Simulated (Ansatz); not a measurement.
# C2H3BClFS: the cost of one run

All numbers below are computed with Ansatz 0.2.0 (RKS r2SCANh-D4/def2-SVP).

1 further run of the same task is left out (it didn't finish).

## 1. The structure to begin with

Bond lengths: C1–C2 1.348 Å, C2–F3 1.332 Å, C2–B4 1.570 Å, B4–S5 1.933 Å, B4–Cl6 1.830 Å, C1–H7 1.033 Å, C1–H8 1.118 Å, S5–H9 1.381 Å. Angles: C1–C2–F3 116.6°, C1–C2–B4 126.1°, F3–C2–B4 117.2°, C2–C1–H7 122.5°, C2–C1–H8 116.5°, H7–C1–H8 121.1°, C2–B4–S5 119.7°, C2–B4–Cl6 121.7°, S5–B4–Cl6 118.2°, B4–S5–H9 88.6°.

Coordinates:

```xyz
9

C    -0.0167   -1.5308   -0.1918
C     0.2647   -0.5008    0.6312
F     0.9514   -0.7900    1.7355
B    -0.0631    1.0114    0.3659
S    -1.1298    1.5049   -1.1683
Cl    0.3749    2.3169    1.5714
H     0.2627   -2.5028    0.0205
H    -0.5965   -1.2860   -1.1157
H     0.0409    1.7309   -1.8658
```

## 2. End point A

input.yaml

```yaml
crystal:
  periodic: [false, false, false]
  atoms:
    - { symbol: C, position_ang: [-0.0167, -1.5308, -0.1918] }
    - { symbol: C, position_ang: [0.2647, -0.5008, 0.6312] }
    - { symbol: F, position_ang: [0.9514, -0.79, 1.7355] }
    - { symbol: B, position_ang: [-0.0631, 1.0114, 0.3659] }
    - { symbol: S, position_ang: [-1.1298, 1.5049, -1.1683] }
    - { symbol: Cl, position_ang: [0.3749, 2.3169, 1.5714] }
    - { symbol: H, position_ang: [0.2627, -2.5028, 0.0205] }
    - { symbol: H, position_ang: [-0.5965, -1.286, -1.1157] }
    - { symbol: H, position_ang: [0.0409, 1.7309, -1.8658] }
basis:
  gaussian: { orbitals: def2-SVP }
hamiltonian:
  xc: r2scanh
  dispersion: d4
relax:
  f_tol: 0.02
  max_steps: 50
```

Command:

```console
> ansatz run input.yaml --threads 2 --pin off --max-ram 3072MiB --backend cpu --events-out ev --progress --plain --runs-dir out
```

Q: Estimate wall time and peak memory on 2 threads of Intel Xeon Platinum 8375C at 2.90GHz (Ice Lake), shared host.

About 2.1 min, with a peak of 0.29 GiB.
